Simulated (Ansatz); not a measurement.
# SnH2− (doublet): the correlation ladder at a displaced geometry (v2), def2-TZVPD

How much of the correlation energy of SnH2− (doublet) does each wave-function method recover here?

The runs use Ansatz 0.2.0, Gaussian basis; def2-TZVPD, core rule «outside noble gas», up to 9 orbitals frozen.

Plan: UHF; CCSD(T) on ROHF; CCSD(T) on UHF; BCCD(T) on ROHF; CCSDT(Q) on ROHF; CCSDT(Q) on UHF; CASSCF and MRCISD+Q, 7 electrons in 6 orbitals; CASSCF and MRCISD+Q(relaxed), 7 electrons in 6 orbitals; CASSCF and NEVPT2, 7 electrons in 6 orbitals.

14 further runs of the same task are left out: 4 that didn't finish, 10 set aside as unsound or not needed.

## 1. The system

The geometry is a PBE0/def2-TZVPD stationary point (not a proven minimum) with its atoms shifted at random (size 0.100 Å). No spin-orbit coupling is included. Elements past krypton take def2 core potentials.

3 atoms, charge -1, spin multiplicity 2.

Atoms are counted from 1 here; the program's logs count them from 0.

Bond lengths: Sn1–H2 1.809 Å, Sn1–H3 1.792 Å. Angles: H2–Sn1–H3 91.0°.

## 2. UHF

Input file in.yaml:

```yaml
crystal:
  periodic: [false, false, false]
  atoms:
    - {symbol: Sn, position_ang: [0.002113, -0.020958, -0.000125]}
    - {symbol: H, position_ang: [-0.162761, 1.250393, -1.276626]}
    - {symbol: H, position_ang: [-0.086140, 1.217963, 1.291387]}
basis:
  gaussian: {orbitals: def2-TZVPD}
total_charge: -1
magnetization: {spin_polarized: true, initial_magnetization: 1}
hamiltonian: {xc: hf}
output: {orbitals: {seedname: orbitals}}
```

On the command line:

```sh
$ ansatz run in.yaml --threads 1 --pin off --events-out ev --progress --plain --max-ram 2393MiB
```

After this run come: CCSD(T) on ROHF; CCSD(T) on UHF; BCCD(T) on ROHF; CCSDT(Q) on ROHF; CCSDT(Q) on UHF; CASSCF and MRCISD+Q, 7 electrons in 6 orbitals; CASSCF and MRCISD+Q(relaxed), 7 electrons in 6 orbitals; CASSCF and NEVPT2, 7 electrons in 6 orbitals.

Q: Predict the results of all the runs planned. Wanted: UCCSDT(Q) from the RHF energy; RMP2 from UCCSDT(Q); UMP2 from UCCSDT(Q); RCCSD from UCCSDT(Q); RCCSD(T) from UCCSDT(Q); UCCSD(T) from UCCSDT(Q); RCCSDT(Q) from UCCSDT(Q); NEVPT2 valence from UCCSDT(Q); MRCISD+Q valence from UCCSDT(Q).

As calculated:

| quantity | value |
| --- | --- |
| UCCSDT(Q) from the ROHF energy | -3.6374 eV |
| RMP2 from UCCSDT(Q) | +18.37 kcal/mol |
| UMP2 from UCCSDT(Q) | +18.69 kcal/mol |
| RCCSD from UCCSDT(Q) | +3.36 kcal/mol |
| RCCSD(T) from UCCSDT(Q) | +0.73 kcal/mol |
| UCCSD(T) from UCCSDT(Q) | +0.65 kcal/mol |
| RCCSDT(Q) from UCCSDT(Q) | +0.10 kcal/mol |
| NEVPT2 valence from UCCSDT(Q) | +18.48 kcal/mol |
| MRCISD+Q valence from UCCSDT(Q) | +0.37 kcal/mol |
| MRCISD+Q(relaxed) valence from UCCSDT(Q) | -0.07 kcal/mol |
| levels within 1 kcal/mol (43 meV) | RCCSD(T), UCCSD(T), BCCD(T), RCCSDT, UCCSDT, RCCSDT(Q), MRCISD+Q valence, MRCISD+Q(relaxed) valence |
| T1 diagnostic | 0.022 |
| effectively unpaired electrons | 1.02 |

RCCSD(T) lands +0.73 kcal/mol from the yardstick (0.9 % of the correlation energy). One determinant dominates. Of the multireference levels listed MRCISD+Q(relaxed) valence comes nearest in total energy (-0.07 kcal/mol), which doesn't show that its space is the better one. These misses are within one basis, not against nature; the frozen cores of restricted and unrestricted runs differ, which can shift their rows.
